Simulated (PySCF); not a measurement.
# C3H8BGa: the cost of one run

The runs use PySCF 2.14.0, with density-fitted response routines of our own; the level of theory stands in each step. All values are computed, except where a source is named. Atoms are numbered from 0 throughout.

## Step 1: The starting structure

13 atoms, charge 0, multiplicity 1; geometry from: PBE0-D3(BJ)/def2-SVP.

Bonds of the start (Å): B0–C1 1.52, C1–Ga2 2.02, Ga2–C3 1.95, C3–C4 1.34, B0–H5 1.21, B0–H6 1.21, C1–H7 1.10, C1–H8 1.10, Ga2–H9 1.57, C3–H10 1.10, C4–H11 1.10, C4–H12 1.10.

## Step 2: X-ray photoelectron lines: SCAN, X2C

Job settings and geometry (Å):

```
{"job": {"kind": "xps"}, "charge": 0, "multiplicity": 1}
B     -1.715027    -0.535431    -0.955160
C     -1.092915    -1.158739     0.280897
Ga    -0.242650     0.460786     1.127266
C      1.492030     1.022117     0.442744
C      1.987441     0.506846    -0.692791
H     -1.099013    -0.467677    -1.998564
H     -2.805933    -0.005380    -0.904105
H     -1.778409    -1.498241     1.071562
H     -0.245727    -1.844103     0.123489
H     -0.977017     1.145423     2.332710
H      2.084207     1.789653     0.957880
H      2.949458     0.826276    -1.113700
H      1.449850    -0.258272    -1.266481
```

With the program's defaults for keys left out, this is: delta-SCF UKS SCAN, pcX-2 on the ionised atom, pcseg-1 elsewhere, spin-free X2C.

The run is started by

```bash
> OMP_NUM_THREADS=1 python probes_run.py task.json out
```

This one command runs all jobs of the session in turn.

**Question.** How long does this first job take on 1 thread of Arm Neoverse V2, shared host, and how much memory does it need?

About 25 s, with a peak of 0.55 GiB.
